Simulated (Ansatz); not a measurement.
# Cr (sc type): how the settings move a single-point run

Question: which choices in the input matter for Cr (sc type)?

Program: Ansatz 0.2.0. Level of theory: reference: DFT, PBEsol, all-electron LAPW, scalar-relativistic. These are calculated values, not measurements.

1 further run of the same task is left out (it didn't finish).

## Step 1: The structure to begin with

The structure is cubic, space group Pm-3m (No. 221). Conventional cell: a = 2.246 Å, b = 2.246 Å, c = 2.246 Å, α = 90.00°, β = 90.00°, γ = 90.00°. Around Cr (site symmetry m-3m) lie 6 Cr at 2.25 Å.

As a file:

```
CELL_PARAMETERS angstrom
2.24617 0.00000 0.00000
0.00000 2.24617 0.00000
0.00000 0.00000 2.24617
ATOMIC_POSITIONS crystal
Cr 0.00000 0.00000 0.00000
```

## Step 2: Reference

The input, input.yaml:

```yaml
crystal:
  lattice:
    - [2.2461670566, 0.0, 0.0]
    - [0.0, 2.2461670566, 0.0]
    - [0.0, 0.0, 2.2461670566]
  atoms:
    - { symbol: Cr, position: [0.0, 0.0, 0.0], spin: 2.0 }
magnetization:
  spin_polarized: true
kpoints:
  mp_grid: { grid: [16, 16, 16] }
scf:
  occupations: { method: fermi_dirac, width: 0.1 }
hamiltonian:
  xc: pbesol
  pseudopotentials: { kind: all_electron, lapw: { basis_error: 0.001 } }
output:
  forces: true
  stress: true
  eigenvalues: true
  populations: true
```

Started as:

```bash
$ ansatz run input.yaml --threads 1 --pin off --max-ram 3072MiB --backend cpu --events-out ev --progress --plain --runs-dir out
```

## Step 3: Variant: preconditioner local_kerker, hubbard.sites [{species: Cr, l: d, u_eff: 5.0}], hubbard.double_counting fll

Changes to input.yaml since step 2:

```diff
@@ -13,2 +13,3 @@
   occupations: { method: fermi_dirac, width: 0.1 }
+  mixing: { preconditioner: local_kerker }
 hamiltonian:
@@ -16,2 +17,3 @@
   pseudopotentials: { kind: all_electron, lapw: { basis_error: 0.001 } }
+  hubbard: { sites: [{ species: Cr, l: d, u_eff: 5.0 }], double_counting: fll }
 output:
```

What does the calculation give? Wanted: for each run, ending; energy change; pressure; abs. moment; force.

The runs gave:

| run | ending | energy change | pressure (GPa) | abs. moment (μB) | force (eV/Å) | cycles | time |
| --- | --- | --- | --- | --- | --- | --- | --- |
| reference | converged | 0 | 20.6 | 0.00 | 0.00 | 10 | 32 s |
| 1: preconditioner local_kerker, hubbard.sites [{species: Cr, l: d, u_eff: 5.0}], hubbard.double_counting fll | converged | +5.41 eV/atom (U changed: no physical gain or loss) | 123.1 | 4.01 | 0.00 | 29 | 1.9 min |

Residual by cycle in the longest SCF loop of each run; runs are numbered as in the table. The quantity is the density residual dr2, in eV.

| cycle | reference | run 1 |
| --- | --- | --- |
| 1 | 0.275 | 0.433 |
| 4 | 0.00132 | 0.00237 |
| 6 | 1.0e-6 | 5.3e-5 |
| 9 | 8.9e-14 | 9.6e-6 |
| 11 | - | 9.5e-5 |
| 14 | - | 3.2e-4 |
| 16 | - | 0.00109 |
| 19 | - | 0.00612 |
| 21 | - | 0.0176 |
| 24 | - | 0.0171 |
| 26 | - | 4.9e-5 |
| 29 | - | 1.0e-9 |

What this shows: Changing the mixing and Hubbard U moves the energy by +5.41 eV/atom, and the pressure goes from 20.6 to 123.1 GPa and the absolute moment goes from 0.00 to 4.01 μB. The U term adds an energy of its own, so the shift says nothing about which run is better. U shifts the shell's levels, filled ones down and empty ones up and enlarges the moments. Cost: 29 SCF cycles against 10, 1.9 min against 32 s. A changed U is a change of model: its shifts are not errors of convergence. The structure is not at rest: the sound run finds 21 GPa, so these are no properties of the relaxed crystal. 
